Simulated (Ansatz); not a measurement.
**GeH₄Br (doublet): B2PLYP, RPA-PBE over a scan of the distance Br1–H2 along a hydrogen transfer, cc-pVDZ**

How well do these functionals follow the top wave-function level for GeH₄Br (doublet) over a scan of the distance Br1–H2 along a hydrogen transfer?

Computed with Ansatz 0.2.0, Gaussian basis. Level: cc-pVDZ, all electrons in the functionals, frozen cores in the correlation of double hybrids and RPA.

To be run: B2PLYP, RPA-PBE, at 1.421 Å; 1.485 Å; 1.613 Å; 1.741 Å; 1.869 Å.

## (1) What is computed

The geometry derives from fragments relaxed apart (PBE0/def2-TZVP) and kept rigid, so it is no stationary point. A hydrogen atom is moved between rigid fragments. No spin-orbit coupling is included. The filled d shell of Br, Ge may be among the frozen orbitals whatever the setting's name suggests; the logs give the count.

6 atoms, charge 0, spin multiplicity 2.

Atoms are counted from 1 here; the program's logs count them from 0.

Bond lengths: Br1–H2 1.421 Å, Ge3–H4 1.539 Å, Ge3–H5 1.539 Å, Ge3–H6 1.539 Å. Angles: H4–Ge3–H5 111.2°, H4–Ge3–H6 111.2°, H5–Ge3–H6 111.2°.

No dispersion term is added.

The geometry shown and the zero of energy belong to the point 1.421 Å. The yardstick, UCCSDT(Q), and other wave-function levels (R restricted, U unrestricted, valence and pair active spaces) come from earlier runs.

## (2) B2PLYP, 1.421 Å

The input, in.yaml:

```yaml
crystal:
  periodic: [false, false, false]
  atoms:
    - {symbol: Br, position_ang: [-1.660732, 0.000000, -0.000001]}
    - {symbol: H, position_ang: [-0.240132, 0.000000, 0.000000]}
    - {symbol: Ge, position_ang: [1.738268, 0.000000, 0.000001]}
    - {symbol: H, position_ang: [2.206936, -1.465915, 0.000001]}
    - {symbol: H, position_ang: [2.206937, 0.732957, -1.269519]}
    - {symbol: H, position_ang: [2.206936, 0.732957, 1.269520]}
basis:
  gaussian: {orbitals: cc-pVDZ}
magnetization: {spin_polarized: true, initial_magnetization: 1}
hamiltonian: {xc: {name: B2PLYP}}
correlation: {electrons: outside_noble_gas}
```

Command:

```console
$ ansatz run in.yaml --threads 1 --pin off --events-out ev --progress --plain --max-ram 4096MiB --backend cpu
```

What it wrote:

```text
Functional definition: B2PLYP
  name "B2PLYP"
  cite "Grimme, J. Chem. Phys. 124, 034108 (2006) doi:10.1063/1.2148954"
  cite "Becke, Phys. Rev. A 38, 3098 (1988) doi:10.1103/PhysRevA.38.3098"
  cite "Lee, Yang & Parr, Phys. Rev. B 37, 785 (1988) doi:10.1103/PhysRevB.37.785"
  parameter a = 0.53
  parameter c = 0.27
  exchange = (1 - a)*b88_x + a*exact_x
  correlation = (1 - c)*lyp_c + c*(mp2_os + mp2_ss)
816 factors; integrals over basis functions are off by at most 1.1e-3 eV
mean field evaluation 1: about -126600.6581 eV, gradient 6.2e0 eV
mean field evaluation 2: about -126600.6608 eV, gradient 6.2e0 eV
mean field evaluation 4: about -126600.9652 eV, gradient 7.8e-1 eV
mean field evaluation 8: about -126600.9723 eV, gradient 2.2e-2 eV
mean field evaluation 16: about -126600.9723 eV, gradient 3.7e-6 eV
mean field -126600.97232013 eV, -4652.4999195437 hartree, gradient 3.7e-6 eV, S^2 0.755158; 0 other end points of the search recorded, 0 dependent functions left out
28 core orbitals not correlated: weight in the atoms' cores, before any rotation towards them, 0.999 or more for the frozen orbitals, at most 0.001 for the correlated occupied ones
reference -126600.97246932 eV, -4652.4999250264 hartree; 8, 7 occupied and 38, 39 virtual orbitals, 816 factors
second order -7.53866342 eV of doubles, -0.00000000 eV of singles
Total energy: -126603.00790845 eV, -4652.5747260345 hartree
```

It took 4 s on 1 thread of AMD EPYC 7R13, shared host; peak memory 0.26 GiB.

From the report: ⟨S²⟩ of the determinant 0.755 (pure doublet: 0.75).

## (3) B2PLYP, 1.485 Å

The input, in.yaml:

```yaml
crystal:
  periodic: [false, false, false]
  atoms:
    - {symbol: Br, position_ang: [-1.661147, 0.000000, -0.000001]}
    - {symbol: H, position_ang: [-0.176147, 0.000000, 0.000000]}
    - {symbol: Ge, position_ang: [1.737853, 0.000000, 0.000001]}
    - {symbol: H, position_ang: [2.206522, -1.465915, 0.000001]}
    - {symbol: H, position_ang: [2.206522, 0.732957, -1.269519]}
    - {symbol: H, position_ang: [2.206522, 0.732957, 1.269520]}
basis:
  gaussian: {orbitals: cc-pVDZ}
magnetization: {spin_polarized: true, initial_magnetization: 1}
hamiltonian: {xc: {name: B2PLYP}}
correlation: {electrons: outside_noble_gas}
```

Same command.

What it wrote (excerpt; [...] marks lines left out):

```text
Functional definition: B2PLYP
  name "B2PLYP"
  cite "Grimme, J. Chem. Phys. 124, 034108 (2006) doi:10.1063/1.2148954"
  cite "Becke, Phys. Rev. A 38, 3098 (1988) doi:10.1103/PhysRevA.38.3098"
  cite "Lee, Yang & Parr, Phys. Rev. B 37, 785 (1988) doi:10.1103/PhysRevB.37.785"
[...]
814 factors; integrals over basis functions are off by at most 1.3e-3 eV
[...]
mean field -126601.03542706 eV, -4652.5022386805 hartree, gradient 4.9e-6 eV, S^2 0.756922; 0 other end points of the search recorded, 0 dependent functions left out
28 core orbitals not correlated: weight in the atoms' cores, before any rotation towards them, 0.999 or more for the frozen orbitals, at most 0.001 for the correlated occupied ones
reference -126601.03557565 eV, -4652.5022441411 hartree; 8, 7 occupied and 38, 39 virtual orbitals, 814 factors
second order -7.56870961 eV of doubles, -0.00000000 eV of singles
Total energy: -126603.07912724 eV, -4652.5773432770 hartree
```

Wall time 4.1 s (1 thread of AMD EPYC 7R13, shared host); peak memory 0.26 GiB.

From the report: ⟨S²⟩ of the determinant 0.757 (pure doublet: 0.75).

From 1.421 Å: -1.6 kcal/mol.

## (4) B2PLYP, 1.613 Å

The input, in.yaml:

```yaml
crystal:
  periodic: [false, false, false]
  atoms:
    - {symbol: Br, position_ang: [-1.661971, 0.000000, -0.000001]}
    - {symbol: H, position_ang: [-0.048971, 0.000000, 0.000000]}
    - {symbol: Ge, position_ang: [1.737029, 0.000000, 0.000001]}
    - {symbol: H, position_ang: [2.205698, -1.465915, 0.000001]}
    - {symbol: H, position_ang: [2.205698, 0.732957, -1.269519]}
    - {symbol: H, position_ang: [2.205698, 0.732957, 1.269520]}
basis:
  gaussian: {orbitals: cc-pVDZ}
magnetization: {spin_polarized: true, initial_magnetization: 1}
hamiltonian: {xc: {name: B2PLYP}}
correlation: {electrons: outside_noble_gas}
```

Same command.

What it wrote (excerpt; [...] marks lines left out):

```text
Functional definition: B2PLYP
  name "B2PLYP"
  cite "Grimme, J. Chem. Phys. 124, 034108 (2006) doi:10.1063/1.2148954"
  cite "Becke, Phys. Rev. A 38, 3098 (1988) doi:10.1103/PhysRevA.38.3098"
  cite "Lee, Yang & Parr, Phys. Rev. B 37, 785 (1988) doi:10.1103/PhysRevB.37.785"
[...]
814 factors; integrals over basis functions are off by at most 1.6e-3 eV
[...]
mean field -126601.07734005 eV, -4652.5037789544 hartree, gradient 1.7e-6 eV, S^2 0.760088; 0 other end points of the search recorded, 0 dependent functions left out
28 core orbitals not correlated: weight in the atoms' cores, before any rotation towards them, 0.999 or more for the frozen orbitals, at most 0.001 for the correlated occupied ones
reference -126601.07748767 eV, -4652.5037843796 hartree; 8, 7 occupied and 38, 39 virtual orbitals, 814 factors
second order -7.56742245 eV of doubles, -0.00000000 eV of singles
Total energy: -126603.12069173 eV, -4652.5788707439 hartree
```

Wall time 4.2 s (1 thread of AMD EPYC 7R13, shared host); peak memory 0.26 GiB.

From the report: ⟨S²⟩ of the determinant 0.760 (pure doublet: 0.75).

From 1.421 Å: -2.6 kcal/mol.

## (5) B2PLYP, 1.741 Å

The input, in.yaml:

```yaml
crystal:
  periodic: [false, false, false]
  atoms:
    - {symbol: Br, position_ang: [-1.662795, 0.000000, -0.000001]}
    - {symbol: H, position_ang: [0.078205, 0.000000, 0.000000]}
    - {symbol: Ge, position_ang: [1.736205, 0.000000, 0.000001]}
    - {symbol: H, position_ang: [2.204874, -1.465915, 0.000001]}
    - {symbol: H, position_ang: [2.204875, 0.732957, -1.269519]}
    - {symbol: H, position_ang: [2.204874, 0.732957, 1.269520]}
basis:
  gaussian: {orbitals: cc-pVDZ}
magnetization: {spin_polarized: true, initial_magnetization: 1}
hamiltonian: {xc: {name: B2PLYP}}
correlation: {electrons: outside_noble_gas}
```

Launched as before.

What it wrote (excerpt; [...] marks lines left out):

```text
Functional definition: B2PLYP
  name "B2PLYP"
  cite "Grimme, J. Chem. Phys. 124, 034108 (2006) doi:10.1063/1.2148954"
  cite "Becke, Phys. Rev. A 38, 3098 (1988) doi:10.1103/PhysRevA.38.3098"
  cite "Lee, Yang & Parr, Phys. Rev. B 37, 785 (1988) doi:10.1103/PhysRevB.37.785"
[...]
814 factors; integrals over basis functions are off by at most 1.9e-3 eV
[...]
mean field -126601.10863418 eV, -4652.5049289926 hartree, gradient 6.1e-6 eV, S^2 0.759462; 0 other end points of the search recorded, 0 dependent functions left out
28 core orbitals not correlated: weight in the atoms' cores, before any rotation towards them, 0.999 or more for the frozen orbitals, at most 0.001 for the correlated occupied ones
reference -126601.10878165 eV, -4652.5049344121 hartree; 8, 7 occupied and 38, 39 virtual orbitals, 814 factors
second order -7.47898183 eV of doubles, -0.00000000 eV of singles
Total energy: -126603.12810675 eV, -4652.5791432406 hartree
```

It took 4.1 s on 1 thread of AMD EPYC 7R13, shared host; peak memory 0.26 GiB.

From the report: ⟨S²⟩ of the determinant 0.759 (pure doublet: 0.75).

From 1.421 Å: -2.8 kcal/mol.

## (6) B2PLYP, 1.869 Å

The input, in.yaml:

```yaml
crystal:
  periodic: [false, false, false]
  atoms:
    - {symbol: Br, position_ang: [-1.663619, 0.000000, -0.000001]}
    - {symbol: H, position_ang: [0.205381, 0.000000, 0.000000]}
    - {symbol: Ge, position_ang: [1.735381, 0.000000, 0.000001]}
    - {symbol: H, position_ang: [2.204050, -1.465915, 0.000001]}
    - {symbol: H, position_ang: [2.204051, 0.732957, -1.269519]}
    - {symbol: H, position_ang: [2.204050, 0.732957, 1.269520]}
basis:
  gaussian: {orbitals: cc-pVDZ}
magnetization: {spin_polarized: true, initial_magnetization: 1}
hamiltonian: {xc: {name: B2PLYP}}
correlation: {electrons: outside_noble_gas}
```

Launched as before.

What it wrote (excerpt; [...] marks lines left out):

```text
Functional definition: B2PLYP
  name "B2PLYP"
  cite "Grimme, J. Chem. Phys. 124, 034108 (2006) doi:10.1063/1.2148954"
  cite "Becke, Phys. Rev. A 38, 3098 (1988) doi:10.1103/PhysRevA.38.3098"
  cite "Lee, Yang & Parr, Phys. Rev. B 37, 785 (1988) doi:10.1103/PhysRevB.37.785"
[...]
816 factors; integrals over basis functions are off by at most 1.1e-3 eV
[...]
mean field -126601.08588261 eV, -4652.5040928878 hartree, gradient 4.6e-6 eV, S^2 0.756581; 2 other end points of the search recorded, 0 dependent functions left out
28 core orbitals not correlated: weight in the atoms' cores, before any rotation towards them, 0.999 or more for the frozen orbitals, at most 0.001 for the correlated occupied ones
reference -126601.08603051 eV, -4652.5040983231 hartree; 8, 7 occupied and 38, 39 virtual orbitals, 816 factors
second order -7.34684327 eV of doubles, -0.00000000 eV of singles
Total energy: -126603.06967819 eV, -4652.5769960309 hartree
```

Run time: 5.5 s. Hardware: 1 thread of AMD EPYC 7R13, shared host; peak memory 0.28 GiB.

From the report: ⟨S²⟩ of the determinant 0.757 (pure doublet: 0.75).

From 1.421 Å: -1.4 kcal/mol.

## (7) RPA-PBE, 1.421 Å

The input, in.yaml:

```yaml
crystal:
  periodic: [false, false, false]
  atoms:
    - {symbol: Br, position_ang: [-1.660732, 0.000000, -0.000001]}
    - {symbol: H, position_ang: [-0.240132, 0.000000, 0.000000]}
    - {symbol: Ge, position_ang: [1.738268, 0.000000, 0.000001]}
    - {symbol: H, position_ang: [2.206936, -1.465915, 0.000001]}
    - {symbol: H, position_ang: [2.206937, 0.732957, -1.269519]}
    - {symbol: H, position_ang: [2.206936, 0.732957, 1.269520]}
basis:
  gaussian: {orbitals: cc-pVDZ}
magnetization: {spin_polarized: true, initial_magnetization: 1}
hamiltonian: {xc: {name: PBE}}
correlation: {method: rpa, electrons: outside_noble_gas}
```

The command is unchanged.

What it wrote (excerpt; [...] marks lines left out):

```text
Functional definition: PBE
  name "PBE"
  cite "Perdew, Burke & Ernzerhof, Phys. Rev. Lett. 77, 3865 (1996) doi:10.1103/PhysRevLett.77.3865"
  parent pbe
[...]
816 factors; integrals over basis functions are off by at most 1.1e-3 eV
[...]
mean field -126607.13341906 eV, -4652.7263357532 hartree, gradient 3.1e-6 eV, S^2 0.751457; 0 other end points of the search recorded, 0 dependent functions left out
28 core orbitals not correlated: weight in the atoms' cores, before any rotation towards them, 0.999 or more for the frozen orbitals, at most 0.001 for the correlated occupied ones
reference -126531.72365915 eV, -4649.9550781911 hartree; 8, 7 occupied and 38, 39 virtual orbitals, 816 factors
Total energy: -126543.29423973 eV, -4650.3802891844 hartree
```

Wall time 3 s (1 thread of AMD EPYC 7R13, shared host).

From the report: ⟨S²⟩ of the determinant 0.751 (pure doublet: 0.75).

## (8) RPA-PBE, 1.485 Å

The input, in.yaml:

```yaml
crystal:
  periodic: [false, false, false]
  atoms:
    - {symbol: Br, position_ang: [-1.661147, 0.000000, -0.000001]}
    - {symbol: H, position_ang: [-0.176147, 0.000000, 0.000000]}
    - {symbol: Ge, position_ang: [1.737853, 0.000000, 0.000001]}
    - {symbol: H, position_ang: [2.206522, -1.465915, 0.000001]}
    - {symbol: H, position_ang: [2.206522, 0.732957, -1.269519]}
    - {symbol: H, position_ang: [2.206522, 0.732957, 1.269520]}
basis:
  gaussian: {orbitals: cc-pVDZ}
magnetization: {spin_polarized: true, initial_magnetization: 1}
hamiltonian: {xc: {name: PBE}}
correlation: {method: rpa, electrons: outside_noble_gas}
```

Launched as before.

What it wrote (excerpt; [...] marks lines left out):

```text
Functional definition: PBE
  name "PBE"
  cite "Perdew, Burke & Ernzerhof, Phys. Rev. Lett. 77, 3865 (1996) doi:10.1103/PhysRevLett.77.3865"
  parent pbe
[...]
814 factors; integrals over basis functions are off by at most 1.3e-3 eV
[...]
mean field -126607.23469586 eV, -4652.7300576068 hartree, gradient 3.7e-6 eV, S^2 0.751502; 2 other end points of the search recorded, 0 dependent functions left out
28 core orbitals not correlated: weight in the atoms' cores, before any rotation towards them, 0.999 or more for the frozen orbitals, at most 0.001 for the correlated occupied ones
reference -126531.74000340 eV, -4649.9556788312 hartree; 8, 7 occupied and 38, 39 virtual orbitals, 814 factors
Total energy: -126543.36274970 eV, -4650.3828068796 hartree
```

It took 4.1 s on 1 thread of AMD EPYC 7R13, shared host; peak memory 0.25 GiB.

From the report: ⟨S²⟩ of the determinant 0.752 (pure doublet: 0.75).

From 1.421 Å: -1.6 kcal/mol.

## (9) RPA-PBE, 1.613 Å

The input, in.yaml:

```yaml
crystal:
  periodic: [false, false, false]
  atoms:
    - {symbol: Br, position_ang: [-1.661971, 0.000000, -0.000001]}
    - {symbol: H, position_ang: [-0.048971, 0.000000, 0.000000]}
    - {symbol: Ge, position_ang: [1.737029, 0.000000, 0.000001]}
    - {symbol: H, position_ang: [2.205698, -1.465915, 0.000001]}
    - {symbol: H, position_ang: [2.205698, 0.732957, -1.269519]}
    - {symbol: H, position_ang: [2.205698, 0.732957, 1.269520]}
basis:
  gaussian: {orbitals: cc-pVDZ}
magnetization: {spin_polarized: true, initial_magnetization: 1}
hamiltonian: {xc: {name: PBE}}
correlation: {method: rpa, electrons: outside_noble_gas}
```

Same command.

What it wrote (excerpt; [...] marks lines left out):

```text
Functional definition: PBE
  name "PBE"
  cite "Perdew, Burke & Ernzerhof, Phys. Rev. Lett. 77, 3865 (1996) doi:10.1103/PhysRevLett.77.3865"
  parent pbe
[...]
814 factors; integrals over basis functions are off by at most 1.6e-3 eV
[...]
mean field -126607.30389285 eV, -4652.7326005493 hartree, gradient 1.6e-6 eV, S^2 0.751569; 3 other end points of the search recorded, 0 dependent functions left out
28 core orbitals not correlated: weight in the atoms' cores, before any rotation towards them, 0.999 or more for the frozen orbitals, at most 0.001 for the correlated occupied ones
reference -126531.71965136 eV, -4649.9549309074 hartree; 8, 7 occupied and 38, 39 virtual orbitals, 814 factors
Total energy: -126543.40858937 eV, -4650.3844914562 hartree
```

Run time: 6 s. Hardware: 1 thread of AMD EPYC 7R13, shared host; peak memory 0.25 GiB.

From the report: ⟨S²⟩ of the determinant 0.752 (pure doublet: 0.75).

From 1.421 Å: -2.6 kcal/mol.

## (10) RPA-PBE, 1.741 Å

The input, in.yaml:

```yaml
crystal:
  periodic: [false, false, false]
  atoms:
    - {symbol: Br, position_ang: [-1.662795, 0.000000, -0.000001]}
    - {symbol: H, position_ang: [0.078205, 0.000000, 0.000000]}
    - {symbol: Ge, position_ang: [1.736205, 0.000000, 0.000001]}
    - {symbol: H, position_ang: [2.204874, -1.465915, 0.000001]}
    - {symbol: H, position_ang: [2.204875, 0.732957, -1.269519]}
    - {symbol: H, position_ang: [2.204874, 0.732957, 1.269520]}
basis:
  gaussian: {orbitals: cc-pVDZ}
magnetization: {spin_polarized: true, initial_magnetization: 1}
hamiltonian: {xc: {name: PBE}}
correlation: {method: rpa, electrons: outside_noble_gas}
```

Same command.

What it wrote (excerpt; [...] marks lines left out):

```text
Functional definition: PBE
  name "PBE"
  cite "Perdew, Burke & Ernzerhof, Phys. Rev. Lett. 77, 3865 (1996) doi:10.1103/PhysRevLett.77.3865"
  parent pbe
[...]
814 factors; integrals over basis functions are off by at most 1.9e-3 eV
[...]
mean field -126607.28541891 eV, -4652.7319216447 hartree, gradient 1.6e-6 eV, S^2 0.751437; 1 other end points of the search recorded, 0 dependent functions left out
28 core orbitals not correlated: weight in the atoms' cores, before any rotation towards them, 0.998 or more for the frozen orbitals, at most 0.001 for the correlated occupied ones
reference -126531.74352791 eV, -4649.9558083546 hartree; 8, 7 occupied and 38, 39 virtual orbitals, 814 factors
Total energy: -126543.43051449 eV, -4650.3852971895 hartree
```

It took 4.5 s on 1 thread of AMD EPYC 7R13, shared host; peak memory 0.25 GiB.

From the report: ⟨S²⟩ of the determinant 0.751 (pure doublet: 0.75).

From 1.421 Å: -3.1 kcal/mol.

## (11) RPA-PBE, 1.869 Å

The input, in.yaml:

```yaml
crystal:
  periodic: [false, false, false]
  atoms:
    - {symbol: Br, position_ang: [-1.663619, 0.000000, -0.000001]}
    - {symbol: H, position_ang: [0.205381, 0.000000, 0.000000]}
    - {symbol: Ge, position_ang: [1.735381, 0.000000, 0.000001]}
    - {symbol: H, position_ang: [2.204050, -1.465915, 0.000001]}
    - {symbol: H, position_ang: [2.204051, 0.732957, -1.269519]}
    - {symbol: H, position_ang: [2.204050, 0.732957, 1.269520]}
basis:
  gaussian: {orbitals: cc-pVDZ}
magnetization: {spin_polarized: true, initial_magnetization: 1}
hamiltonian: {xc: {name: PBE}}
correlation: {method: rpa, electrons: outside_noble_gas}
```

The command is unchanged.

What it wrote (excerpt; [...] marks lines left out):

```text
Functional definition: PBE
  name "PBE"
  cite "Perdew, Burke & Ernzerhof, Phys. Rev. Lett. 77, 3865 (1996) doi:10.1103/PhysRevLett.77.3865"
  parent pbe
[...]
816 factors; integrals over basis functions are off by at most 1.1e-3 eV
[...]
mean field -126607.16318715 eV, -4652.7274297105 hartree, gradient 1.3e-6 eV, S^2 0.751183; 3 other end points of the search recorded, 0 dependent functions left out
28 core orbitals not correlated: weight in the atoms' cores, before any rotation towards them, 0.998 or more for the frozen orbitals, at most 0.001 for the correlated occupied ones
reference -126531.75665325 eV, -4649.9562907017 hartree; 8, 7 occupied and 38, 39 virtual orbitals, 816 factors
Total energy: -126543.39041647 eV, -4650.3838236146 hartree
```

Run time: 6.5 s. Hardware: 1 thread of AMD EPYC 7R13, shared host; peak memory 0.28 GiB.

From the report: ⟨S²⟩ of the determinant 0.751 (pure doublet: 0.75).

From 1.421 Å: -2.2 kcal/mol.

## (12) Against the wave-function levels

The yardstick is UCCSDT(Q), where the cluster series has nearly closed. It comes from earlier runs at the same points. Energies in kcal/mol, counted from 1.421 Å; blanks weren't run or aren't comparable.

| level | 1.421 Å | 1.485 Å | 1.613 Å | 1.741 Å | 1.869 Å |
| --- | --- | --- | --- | --- | --- |
| UCCSDT(Q) | 0.0 | -1.3 | -1.7 | -1.9 | -1.0 |
| B2PLYP | 0.0 | -1.6 | -2.6 | -2.8 | -1.4 |
| RPA-PBE | 0.0 | -1.6 | -2.6 | -3.1 | -2.2 |

Largest miss and mean time a point (UCCSDT(Q) took 11 s a point; shared hosts):

| level | largest miss (kcal/mol) | where | time a point |
| --- | --- | --- | --- |
| B2PLYP | -0.9 | 1.613 Å | 4.4 s |
| RPA-PBE | -1.3 | 1.741 Å | 4.8 s |

## (13) Outcome

| quantity | value |
| --- | --- |
| span of the UCCSDT(Q) curve | 1.9 kcal/mol |
| largest miss, B2PLYP | -0.9 kcal/mol (1.613 Å) |
| largest miss, RPA-PBE | -1.3 kcal/mol (1.741 Å) |

What this shows: Of the functionals, B2PLYP keep the smallest largest miss at the points compared (at most 0.9 kcal/mol) and RPA-PBE strays most (1.3 kcal/mol, at 1.741 Å). Functionals and the yardstick converge differently with the basis, so part of each miss in cc-pVDZ is the basis.
